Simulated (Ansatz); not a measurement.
# SnH4Se2: how energies converge with the basis set

Aim: see how fast density functionals converge with the basis set for SnH4Se2.

Method: one geometry, several basis sets; program: Ansatz 0.2.0, Gaussian basis.

Plan: PBE0-D4/def2-SVP; ωB97M-V/def2-SVP; PBE0-D4/def2-QZVPP; ωB97M-V/def2-QZVPP; the functionals' def2-TZVPP values are taken from earlier runs.

1 further run of the same task is left out (for a known fault of the program).

## (1) The relaxed structure

An earlier PBE0-D4 in a triple-zeta def2 set relaxation fixed the geometry. Sn takes the def2 core potential; no spin-orbit term is included.

SMILES `[SeH][SnH2][SeH]`, 7 atoms, charge 0, spin multiplicity 1.

Atoms are counted from 1 here; the program's logs count them from 0.

Bond lengths: Se1–Sn2 2.531 Å, Se1–H4 1.469 Å, Sn2–Se3 2.531 Å, Sn2–H5 1.704 Å, Sn2–H6 1.701 Å, Se3–H7 1.469 Å. Angles: Sn2–Se1–H4 91.6°, Se1–Sn2–Se3 112.8°, Se1–Sn2–H5 108.6°, Se1–Sn2–H6 106.4°, Se3–Sn2–H5 109.0°, Se3–Sn2–H6 106.0°, H5–Sn2–H6 114.1°, Sn2–Se3–H7 91.7°.

## (2) PBE0-D4 in def2-SVP

The input, in.yaml:

```yaml
crystal:
  periodic: [false, false, false]
  atoms:
    - {symbol: Se, position_ang: [-2.141588, -0.493210, -0.579724]}
    - {symbol: Sn, position_ang: [-0.085798, 0.460465, 0.546598]}
    - {symbol: Se, position_ang: [1.780143, -1.232778, 0.781984]}
    - {symbol: H, position_ang: [-1.539957, -0.331154, -1.909724]}
    - {symbol: H, position_ang: [0.475914, 1.779170, -0.374673]}
    - {symbol: H, position_ang: [-0.551348, 0.868115, 2.131114]}
    - {symbol: H, position_ang: [2.123934, -1.118708, -0.641377]}
basis:
  gaussian: {orbitals: def2-SVP}
hamiltonian: {xc: pbe0, dispersion: d4}
output: {orbitals: {seedname: orbitals}}
```

Run with:

```sh
> ansatz run in.yaml --threads 4 --pin off --events-out ev --progress --plain --max-ram 10444MiB
```

Further steps of the session: ωB97M-V in def2-SVP; PBE0-D4 in def2-QZVPP; ωB97M-V in def2-QZVPP.

Before running them: what should the planned runs give, taken together? Wanted: PBE0-D4: double and triple zeta above quadruple; ωB97M-V: double and triple zeta above quadruple.

As calculated:

| quantity | value |
| --- | --- |
| PBE0-D4: double and triple zeta above quadruple | 19.17, 2.82 eV |
| ωB97M-V: double and triple zeta above quadruple | 19.08, 2.73 eV |

What this shows: For PBE0-D4 the step from double to triple zeta gains 16.36 eV and the next only 2.82 eV. Total energies overstate the basis error of differences, where much of it tends to cancel.
